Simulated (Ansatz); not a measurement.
I need the spin response to a magnetic field of Mg3Zr, space group Pm-3m. Use Ansatz's Python interface. Use (first run): LDA, PAW, the default cutoff (420 eV here), 5×5×5 k-points, cold smearing of 0.15 eV, collinear spin.

The script reads `mg3zr.cif`:
```cif
data_Mg3Zr
_cell_length_a 4.442205
_cell_length_b 4.442205
_cell_length_c 4.442205
_cell_angle_alpha 90.00000
_cell_angle_beta 90.00000
_cell_angle_gamma 90.00000
_symmetry_space_group_name_H-M 'P 1'
_symmetry_Int_Tables_number 1
loop_
_symmetry_equiv_pos_as_xyz
'x, y, z'
loop_
_atom_site_label
_atom_site_type_symbol
_atom_site_fract_x
_atom_site_fract_y
_atom_site_fract_z
Mg1 Mg    0.500000    0.500000    0.000000
Mg2 Mg    0.500000    0.000000    0.500000
Mg3 Mg    0.000000    0.500000    0.500000
Zr4 Zr    0.000000    0.000000    0.000000
```

Script `run_zeeman.py`:
```python
# -*- coding: utf-8 -*-
'''Response of the spins of Mg3Zr to a Zeeman field.'''

import ansatz as az
from ase.io import read
import numpy as np


def main():
    atoms = read('mg3zr.cif')
    mg3zr = az.Crystal.from_ase(atoms)

    base = (
        mg3zr.calculation()
        .functional('lda')
        .occupations('Marzari-Vanderbilt', width=0.15)
        .kpoints(5, 5, 5)
        .spin('collinear')
    )
    # the field acts on the spins alone; such large fields lift the response over the noise
    rows = []
    for tesla in [-200, 0, 200]:
        data = (base.magnetic_field(tesla) if tesla else base).run(threads=1, backend='cpu').report
        rows.append((tesla, data['magnetization_mub'], data['free_energy_ev'], data['components'].get('e_zeeman', 0.0)))
    lines = [','.join(['B (T)', 'moment muB', 'F eV', 'Zeeman term eV'])] + [','.join(f'{v:.4f}' if isinstance(v, float) else str(v) for v in row) for row in rows]
    print('\n'.join(lines))
    with open('zeeman.csv', 'w') as handle:
        handle.write('\n'.join(lines) + '\n')
    slope = np.polyfit([row[0] for row in rows], [row[1] for row in rows], 1)[0]
    print(f'dM/dB = {1000 * slope:.4f} muB per 1000 T per cell')


if __name__ == '__main__':
    main()
```

```console
$ python run_zeeman.py
DeckWarning: basis.ecutwfc = 420 eV, auto-derived from the records' recommended cutoffs: set by Mg (normal level)
RunWarning: this spin-polarised run has no starting moment large enough to seed its density, so its SCF can try parallel moments of its own, which can die out, and starts no order whose moments cancel. Behind that start scf.lower_state_search: light tries no other order and makes no probe for moments, and off searches [...]
B (T),moment muB,F eV,Zeeman term eV
-200,-0.2555,-9782.0316,-0.0030
0,0.0000,-9782.0301,0.0000
200,0.2555,-9782.0316,-0.0030
dM/dB = 1.2774 muB per 1000 T per cell
```
(Warnings from the package without file and line, shortened.)

Notes:
- Absolute energies stand on the zero of these potentials, so only differences at equal settings mean something. A total without «per atom» is that of the cell as typed.
- For a metal this k-point mesh is coarse: on a finer one energies can move by several to tens of meV an atom and pressures by half a GPa or more, differences at one mesh by less.
- The structure comes from a database of computed cells and needn't be a stable or known phase.
- Orbital magnetism is left out. The response of a metal hangs strongly on mesh and smearing, and a straight-line fit holds only where the moment is linear in the field.
- The whole script took 11 s on 1 thread of Arm Neoverse V2 (shared host), peak memory 0.44 GiB.

(A comment or docstring line of the script was reworded after the run, the code is as it ran; lines on the test bed's own set-up are left out of the output.)
